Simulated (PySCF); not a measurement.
**Si5H12 (SMILES [SiH3][Si]([SiH3])([SiH3])[SiH3]): PBE0-D3(BJ)/def2-SVP**

Wanted: a geometry optimisation of Si5H12. Input form: a Python script.

The results are computed with PySCF 2.14.0.

5 further runs of the same task are left out: 5 set aside as unsound or not needed.

## Step 1: The molecule

Si5H12 has 17 atoms, charge 0, and is taken as a singlet. As SMILES, `[SiH3][Si]([SiH3])([SiH3])[SiH3]`. The shape comes from a force field and isn't a relaxed structure. The run starts from this shape.

Bond lengths: Si1–Si2 2.244 Å, Si2–Si3 2.244 Å, Si2–Si4 2.244 Å, Si2–Si5 2.244 Å, Si1–H6 1.484 Å, Si1–H7 1.484 Å, Si1–H8 1.484 Å, Si3–H9 1.484 Å, Si3–H10 1.484 Å, Si3–H11 1.484 Å, Si4–H12 1.484 Å, Si4–H13 1.484 Å, Si4–H14 1.484 Å, Si5–H15 1.484 Å, Si5–H16 1.484 Å, Si5–H17 1.484 Å. Some angles: Si1–Si2–Si3 109.5°, Si1–Si2–Si4 109.5°, Si1–Si2–Si5 109.5°, Si3–Si2–Si4 109.5°, Si3–Si2–Si5 109.5°, Si4–Si2–Si5 109.5°, Si2–Si1–H6 110.5°, Si2–Si1–H7 110.5°, Si2–Si1–H8 110.5°, Si2–Si3–H9 110.5°.

## Step 2: A geometry optimisation at PBE0-D3(BJ)/def2-SVP

File job.py:

```python
from pyscf import gto, dft
from pyscf.geomopt.geometric_solver import kernel as optimise

system = gto.M(
    atom='''
Si    -0.391170    -0.836500    -2.045090
Si    -0.000020    -0.000010     0.000000
Si    -0.011240     2.241890    -0.094180
Si    -1.598720    -0.697370     1.411710
Si     2.001100    -0.708040     0.727550
H     -1.710890    -0.382010    -2.549030
H     -0.388640    -2.320030    -2.009190
H      0.654190    -0.388910    -2.998530
H      0.245630     2.819930     1.248220
H     -1.326070     2.735560    -0.573420
H      1.039000     2.728470    -1.022830
H     -2.933680    -0.240560     0.951960
H     -1.612010    -2.179140     1.491070
H     -1.361710    -0.157090     2.773360
H      2.034000    -2.189950     0.798400
H      3.076890    -0.258580    -0.190510
H      2.283340    -0.167660     2.080510
''',
    basis='def2-svp',
    verbose=4,
    spin=0,
    charge=0,
    max_memory=12400,
)

ks = dft.RKS(system)
ks.xc = 'pbe0'
ks.grids.level = 4
ks.conv_tol = 1e-09
ks.disp = 'd3bj'
converged, mol_eq = optimise(ks, maxsteps=120)
print('converged:', converged)
print(mol_eq.tostring())

ks.reset(mol_eq)
system = mol_eq
ks.kernel()
energy = ks.e_tot
print('E = %.10f Eh' % energy)
```

The run is started by

```console
OMP_NUM_THREADS=8 python job.py
```

Q: Predict the results. Wanted: total energy at the end; dipole moment; HOMO energy; LUMO energy; HOMO–LUMO gap; dispersion energy.

**Answer.** As computed:

At PBE0-D3(BJ)/def2-SVP:

```
               quantity           value
total energy at the end  -1453.61008 Eh
          dipole moment          0.00 D
            HOMO energy        -8.06 eV
            LUMO energy        -0.15 eV
          HOMO–LUMO gap         7.91 eV
      dispersion energy   -47.75 kJ/mol
```

**Reading.** At the final geometry: Bond lengths: Si1–Si2 2.343 Å, Si2–Si3 2.343 Å, Si2–Si4 2.343 Å, Si2–Si5 2.343 Å, Si1–H6 1.496 Å, Si1–H7 1.496 Å, Si1–H8 1.496 Å, Si3–H9 1.496 Å, Si3–H10 1.496 Å, Si3–H11 1.496 Å, Si4–H12 1.496 Å, Si4–H13 1.496 Å, Si4–H14 1.496 Å, Si5–H15 1.496 Å, Si5–H16 1.496 Å, Si5–H17 1.496 Å. Some angles: Si1–Si2–Si3 109.5°, Si1–Si2–Si4 109.5°, Si1–Si2–Si5 109.5°, Si3–Si2–Si4 109.5°, Si3–Si2–Si5 109.5°, Si4–Si2–Si5 109.5°, Si2–Si1–H6 110.1°, Si2–Si1–H7 110.1°, Si2–Si1–H8 110.1°, Si2–Si3–H9 110.1°. The optimisation took 4 steps and changed the energy by -0.253 eV. Mulliken charges run from -0.45 on Si2 to +0.23 on Si1; they depend strongly on the basis.
